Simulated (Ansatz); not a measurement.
# Ta2Sn: the cost of one run

Program: Ansatz 0.2.0. Level of theory: DFT PBE, scalar-relativistic, plane waves, PAW. These are calculated values, not measurements.

## 1. The structure to begin with

The structure is tetragonal, space group I4/mmm (No. 139). The conventional cell has a = 3.595 Å, b = 3.595 Å, c = 8.819 Å, α = 90.00°, β = 90.00°, γ = 90.00°. Ta (site symmetry 4mm) has 5 Ta at 2.91 to 2.95 Å and 5 Sn at 2.93 to 2.95 Å as nearest neighbours. Around Sn (site symmetry 4/mmm) lie 10 Ta at 2.93 to 2.95 Å.

Coordinates:

```xyz
3
Lattice="-1.7974 1.7974 4.4093 1.7974 -1.7974 4.4093 1.7974 1.7974 -4.4093" Properties=species:S:1:pos:R:3 pbc="T T T"
Ta    0.0000    0.0000    5.8644
Ta    0.0000    0.0000    2.9542
Sn    0.0000    0.0000    0.0000
```

This is candidate A: MoSi2 (C11b) type (I4/mmm, No. 139).

(A quick probe on a coarse mesh, which set the mesh and smearing, is not shown.)

## 3. Coarse relaxation (candidate A)

input.yaml

```yaml
crystal:
  lattice:
    - [-1.7974181508, 1.7974181508, 4.4092914013]
    - [1.7974181508, -1.7974181508, 4.4092914013]
    - [1.7974181508, 1.7974181508, -4.4092914013]
  atoms:
    - { symbol: Ta, position: [0.665, 0.665, 0.0] }
    - { symbol: Ta, position: [0.335, 0.335, 0.0] }
    - { symbol: Sn, position: [0.0, 0.0, 0.0] }
basis:
  ecutwfc: 420
kpoints:
  mp_grid: { grid: [6, 6, 6] }
hamiltonian:
  xc: pbe
scf:
  occupations: { method: gaussian, width: 0.1 }
  lower_state_search: "off"
output:
  forces: true
  stress: true
  eigenvalues: true
relax:
  adjacent_minimum: "off"
  f_tol: 0.04
  max_steps: 70
  cell: { stress_tol: 0.4 }
```

The run is started by

```
ansatz run input.yaml --threads 1 --pin off --max-ram 2560MiB --backend cpu --events-out ev --progress --plain --runs-dir out
```

**Question.** How long does this run take on 1 thread of INTEL XEON PLATINUM 8581C at 2.10GHz (Emerald Rapids), shared host, and how much memory does it need?

About 8.5 s, with a peak of 0.43 GiB.
